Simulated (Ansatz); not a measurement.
# BaCa (R-3m) in Ansatz: convergence with n extra bands

Aim: find how far n extra bands must go before the results for BaCa settle, at LDA. This setting moves, with any that are tied to it; all else stays.

Program: Ansatz 0.2.0. These are calculated values, not measurements. Logs are shortened: lines on timing, memory, paths and dates and some standing lists are left out, and cuts for length are marked.

### Step 1. The crystal as given

Symmetry: R-3m, No. 166, trigonal system. The conventional cell has a = 3.840 Å, b = 3.840 Å, c = 14.017 Å, α = 90.00°, β = 90.00°, γ = 120.00°. Ba (site symmetry -3m) has 6 Ca at 3.22 Å as nearest neighbours. Around Ca (site symmetry -3m) lie 6 Ba at 3.22 Å.

The cell was built by a generator and needn't be a form met in nature.

### Step 2. With n extra bands 1

File input.yaml:

```yaml
crystal:
  lattice:
    - [1.92019285, 1.10862386, 4.67229341]
    - [-1.92019285, 1.10862386, 4.67229341]
    - [0.0, -2.21724772, 4.67229341]
  atoms:
    - { symbol: Ba, position: [0.0, 0.0, 0.0] }
    - { symbol: Ca, position: [0.5, 0.5, 0.5] }
hamiltonian:
  xc: lda
  pseudopotentials: { kind: paw, level: accurate }
kpoints:
  mp_grid: { grid: [7, 7, 7] }
scf:
  occupations: { method: fermi_dirac, width: 0.05 }
  n_extra_bands: 1
output:
  forces: true
  stress: true
  eigenvalues: true
```

Potentials or basis: Ansatz PAW earlier set.

Launch:

```
$ ansatz run input.yaml --threads 2 --pin off --max-ram 5632MiB --backend cpu --events-out ev --progress --plain --runs-dir out
```

It took 1.8 s on 2 threads of Arm Neoverse V2, shared host; peak memory 0.35 GiB.

Results:

- Free energy: -7536.8600 eV
- Pressure: 9.4 GPa
- Band gap on the k mesh: none (metal or under the smearing width)

### Step 3. With n extra bands 2

input.yaml: that of step 2 with these lines changed.

```diff
@@ -15,3 +15,3 @@
   occupations: { method: fermi_dirac, width: 0.05 }
-  n_extra_bands: 1
+  n_extra_bands: 2
 output:
```

Potentials or basis: Ansatz PAW earlier set.

Launch:

```
$ ansatz run input.yaml --threads 2 --pin off --max-ram 5632MiB --backend cpu --events-out ev --progress --plain --runs-dir out
```

Run time: 1.6 s. Hardware: 2 threads of Arm Neoverse V2, shared host; peak memory 0.35 GiB.

Results:

- Free energy: -7536.8600 eV
- Pressure: 9.4 GPa
- Band gap on the k mesh: none (metal or under the smearing width)

### Step 4. With n extra bands 4

input.yaml: that of step 3 with these lines changed.

```diff
@@ -15,3 +15,3 @@
   occupations: { method: fermi_dirac, width: 0.05 }
-  n_extra_bands: 2
+  n_extra_bands: 4
 output:
```

Launch:

```
$ ansatz run input.yaml --threads 2 --pin off --max-ram 5632MiB --backend cpu --events-out ev --progress --plain --runs-dir out
```

Run time: 1.7 s. Hardware: 2 threads of Arm Neoverse V2, shared host; peak memory 0.36 GiB.

What came out:

| Item | Value |
| --- | --- |
| Free energy | -7536.8600 eV |
| Pressure | 9.4 GPa |
| Band gap on the k mesh | none (metal or under the smearing width) |

### Step 5. With n extra bands 8

input.yaml: that of step 4 with these lines changed.

```diff
@@ -15,3 +15,3 @@
   occupations: { method: fermi_dirac, width: 0.05 }
-  n_extra_bands: 4
+  n_extra_bands: 8
 output:
```

Launch:

```
$ ansatz run input.yaml --threads 2 --pin off --max-ram 5632MiB --backend cpu --events-out ev --progress --plain --runs-dir out
```

It took 2 s on 2 threads of Arm Neoverse V2, shared host; peak memory 0.36 GiB.

It converged, with:

```yaml
Free_energy: -7536.8600 eV
Pressure: 9.4 GPa
Band_gap_on_the_k_mesh: none (metal or under the smearing width)
```

### Step 6. With n extra bands 16

input.yaml: that of step 5 with these lines changed.

```diff
@@ -15,3 +15,3 @@
   occupations: { method: fermi_dirac, width: 0.05 }
-  n_extra_bands: 8
+  n_extra_bands: 16
 output:
```

Potentials or basis: Ansatz PAW earlier set.

Launch:

```
$ ansatz run input.yaml --threads 2 --pin off --max-ram 5632MiB --backend cpu --events-out ev --progress --plain --runs-dir out
```

It took 2.3 s on 2 threads of Arm Neoverse V2, shared host; peak memory 0.38 GiB.

The run converged. Its results:

* Free energy: -7536.8600 eV
* Pressure: 9.4 GPa
* Band gap on the k mesh: none (metal or under the smearing width)

### Step 7. With n extra bands 32

input.yaml: that of step 6 with these lines changed.

```diff
@@ -15,3 +15,3 @@
   occupations: { method: fermi_dirac, width: 0.05 }
-  n_extra_bands: 16
+  n_extra_bands: 32
 output:
```

Potentials or basis: Ansatz PAW earlier set.

Launch:

```
$ ansatz run input.yaml --threads 2 --pin off --max-ram 5632MiB --backend cpu --events-out ev --progress --plain --runs-dir out
```

The program printed:

```text
Warning: RAYON_NUM_THREADS=2 ignored (pool sized by the plan → 2); use --threads N
scf.n_extra_bands = 32 over 10 filled bands (N_el = 20.0): the run solves 42 bands
Engine: ansatz 0.2.0, aarch64-unknown-linux-gnu
Pseudopotentials: kind: paw, level: accurate
Pseudopotential: Ba, paw, valence charge 10, recommended cutoff 360 eV (high), Ba.paw.azcp
Pseudopotential: Ca, paw, valence charge 10, recommended cutoff 620 eV (high), Ca.paw.azcp
Functional definition: SPW92
  exchange = slater_x
  correlation = pw_c
Crystal: 2 atoms, lattice volume = 59.677 Å³
Basis set: ecut = 620 eV, 2095 PW (Γ)
Bands: 42, of which v1, the nominal top of the filled ones, is band 10 counted from 1 (9 counted from 0)
Symmetry: 12 space group operations
Space group: R-3m (ITA 166), of the structure as read, at distance tolerance 3.9e-5 Å
k-points: 44 of 343
Non-local potential: Ba, projectors of the file, l = 0: 3, l = 1: 2, l = 2: 2, l = 3: 2
Non-local potential: Ca, projectors of the file, l = 0: 2, l = 1: 2, l = 2: 2, l = 3: 1
PAW form: soft (Blöchl's): semilocal exchange-correlation on the pseudo side does not see the compensation charge
PAW frozen core: Ba, regenerated for the run's functional, and the local potential with it (the file was generated under x = pbe(κ = 0.804, μ = 0.2195149727645171), c = pbe(β = 0.06672455060314922))
PAW frozen core: Ca, regenerated for the run's functional, and the local potential with it (the file was generated under x = pbe(κ = 0.804, μ = 0.2195149727645171), c = pbe(β = 0.06672455060314922))
PAW one-centre angular grid: Ba, 194 points (default); XC on 64 Gauss nodes
PAW one-centre angular grid: Ca, 194 points (default); XC on 64 Gauss nodes
Initial density: superposition of atomic densities (chi_scale 0.1, normalization cell, long waves kept (reshape's long-wave potential 0.00 eV rms))
Initial wavefunctions: pseudopotential atomic-orbital guess
Functional: x = slater, c = lda
SCF iter   1: F=—  HF=-7537.150277 eV  |F-HF|=—  |Δ(HF+E_count)|=         —  Δρ=3.95e-2  dr2=5.19e-1  ethr=3.10e-3  ⟨swp⟩=5.9  Hψ=10272  notcnv=0  defer=582
preconditioner: auto → Kerker (q_TF=auto, 2.274 Å⁻¹)  [metal: Δε(μ)=0.087 eV  Ē_g=19.440 eV  σ=0.050 eV  W_gap=0.37  n_scr=14 (ndim 8)  ℏωp=15.2 eV  f_vac=0.001  D(μ)=2.16/eV (n_scr^D=14)]
SCF iter   2: F=—  HF=-7536.966336 eV  |F-HF|=—  |Δ(HF+E_count)|=   1.84e-1  Δρ=2.20e-2  dr2=1.79e-1  ethr=2.59e-3  ⟨swp⟩=1.8  Hψ=2289  notcnv=0  defer=1019
SCF iter   3: F=—  HF=-7536.860877 eV  |F-HF|=—  |Δ(HF+E_count)|=   1.05e-1  Δρ=2.19e-3  dr2=1.95e-3  ethr=8.97e-4  ⟨swp⟩=3.2  Hψ=1737  notcnv=0  defer=1035
SCF iter   4: F=—  HF=-7536.859941 eV  |F-HF|=—  |Δ(HF+E_count)|=   9.37e-4  Δρ=4.07e-4  dr2=1.12e-4  ethr=9.73e-6  ⟨swp⟩=2.0  Hψ=1557  notcnv=0  defer=1035
SCF iter   5: F=—  HF=-7536.859917 eV  |F-HF|=—  |Δ(HF+E_count)|=   2.33e-5  Δρ=1.08e-4  dr2=9.05e-6  ethr=5.60e-7  ⟨swp⟩=2.4  Hψ=1177  notcnv=0  defer=1035
SCF iter   6: F=—  HF=-7536.859975 eV  |F-HF|=—  |Δ(HF+E_count)|=   5.77e-5  Δρ=2.11e-5  dr2=2.36e-7  ethr=4.52e-8  ⟨swp⟩=1.0  Hψ=1848  notcnv=0  defer=1035
SCF iter   7: F=-7536.859975 eV  HF=-7536.859975 eV  |F-HF|=1.68e-9  |Δ(HF+E_count)|=   2.05e-8  Δρ=4.52e-6  dr2=5.98e-9  ethr=5.00e-10  ⟨swp⟩=14.1  Hψ=14692  notcnv=0
SCF 1 converged in 7 iterations: F = -7536.859975 eV  dr2 = 5.98e-9
SCF converged after 7 iterations
Free energy (F): -7536.859975 eV
Harris-Foulkes:  -7536.859975 eV  (|F-HF|=1.68e-9)
Internal energy: -7536.840452 eV  (E = F + TS)
E sigma→0 (E₀):  -7536.850214 eV
Entropy (-TS):   -0.019523 eV (-9.761 meV/atom)
Fermi energy:    10.664959 eV
--- Per-component energies (eV) ---
  E_band       = -142.900799
  E_kinetic    = 552.393395
  E_local      = -1262.055644  (includes V_loc(G=0)·N_el)
  E_nonlocal   = 354.207534
  E_hartree    = 306.682612
  E_xc         = -536.545610
  E_vxc        = -397.385854  (∫ρ·V_xc dr)
  E_paw        = -5621.548289  (= ΣΔE_a)
  E_vpaw       = -3.424742  (= ΣTr[D̂ρ^β])
  E_aug_tail   = -0.000005  (compensation charges beyond the density's cutoff)
  E_ewald      = -1330.539250
  E_core_change = 0.564806  (= ΣΔE_core)
  E_smearing   = -0.019523  (= −TS)
  E_closure    = -0.000000  (closes the sum)
  Σ components = -7536.859975   (vs F -7536.859975, Δ=0.00e0)
--- Forces (eV/Å), atoms counted from 1 ---
  atom   1  Ba    -0.00000000     0.00000000     0.00000000
  atom   2  Ca     0.00000000     0.00000000     0.00000000
  max |Σ_I F_I| component: 8.41e-30 eV/Å
--- Stress (GPa, compression-positive) ---
        6.914493       0.000000       0.000000
        0.000000       6.914493       0.000000
        0.000000       0.000000      14.410550
  P = ⅓ Tr σ = 9.4132 GPa (94.132 kbar)
--- Band table (eV; the first three rows and the last of 44) ---
  k-point 0: bands = ["-30.2619", "-17.5474", "-11.7617", "-11.4685", "-11.4685", "-2.8415", "-2.0770", "-2.0770", "7.2549", "9.2746", "11.5528", "11.5528", "11.8539", "11.8539", "14.7053", "15.5986", "15.6947", "16.2032", "16.2032", "17.2889", "17.2889", "18.1721", "18.1721", "18.6940", "18.7259", "18.7259", "18.9223", "21.6972", "23.4444", "23.6950", "23.6950", "24.4404", "26.5412", "26.5412", "26.6558", "28.2825", "28.2825", "30.1057", "30.9460", "33.2022", "33.2022", "33.9588"]
  k-point 1: bands = ["-30.2590", "-17.5190", "-11.7502", "-11.4925", "-11.4752", "-2.8450", "-2.3876", "-2.1485", "7.7351", "9.7430", "11.2010", "11.5304", "11.8781", "12.1110", "14.6632", "15.1740", "15.7187", "16.2653", "16.6140", "16.9197", "17.4154", "17.9163", "18.0535", "18.1754", "18.8282", "18.9612", "19.9738", "21.9226", "23.0923", "23.7038", "24.0334", "24.2643", "25.5880", "26.5611", "27.9623", "28.2569", "28.5250", "30.1267", "30.9425", "31.5071", "33.0369", "34.1850"]
  k-point 2: bands = ["-30.2524", "-17.4538", "-11.7245", "-11.5454", "-11.4903", "-3.0110", "-2.8507", "-2.3032", "8.7989", "10.3574", "10.8435", "11.7000", "12.5022", "12.9847", "13.6180", "14.3363", "15.9273", "15.9956", "16.5355", "16.7253", "17.8344", "18.0512", "18.2101", "18.3621", "18.7270", "18.9987", "20.6413", "21.7358", "23.0051", "24.1644", "24.2566", "24.6248", "25.2417", "26.1997", "27.0890", "27.6053", "30.1351", "30.4021", "30.7531", "32.3109", "32.8135", "33.9010"]
  k-point 43: bands = ["-30.2579", "-17.5433", "-11.6705", "-11.5017", "-11.4744", "-3.1045", "-2.3805", "-2.1764", "9.5889", "9.8875", "11.4828", "12.4070", "12.9938", "13.0070", "13.3678", "13.4389", "13.5440", "14.6390", "15.7477", "16.2725", "17.1034", "18.3998", "18.4279", "18.4791", "18.8818", "18.8922", "18.9682", "21.2190", "23.5899", "23.9065", "24.1352", "25.7104", "26.3547", "27.7997", "27.9039", "29.7573", "30.4201", "30.7847", "31.1014", "31.7645", "32.6892", "34.3560"]
```

It took 3.2 s on 2 threads of Arm Neoverse V2, shared host; peak memory 0.43 GiB.

What came out:

```yaml
Free_energy: -7536.8600 eV
Pressure: 9.4 GPa
Band_gap_on_the_k_mesh: none (metal or under the smearing width)
```

### Step 8. The series at a glance

```csv
n extra bands,"energy less the tightest run, at zero smearing (meV/atom)",SCF cycles,CPU time (s),peak memory (GiB)
1,0.00,7,3.5,0.35
2,0.00,7,3,0.35
4,0.00,7,3.3,0.36
8,0.00,7,3.8,0.36
16,0.00,7,4.5,0.38
32,0.00,7,6.2,0.43
```

Against the tightest run, the energy stays within 1 meV/atom from 1 on. The tightest run that finished is the yardstick and may itself not be fully converged.

Caveats: the PAW data sets come from PBE, with cores solved anew for the run's functional, which leaves a small shift of forces and pressure.
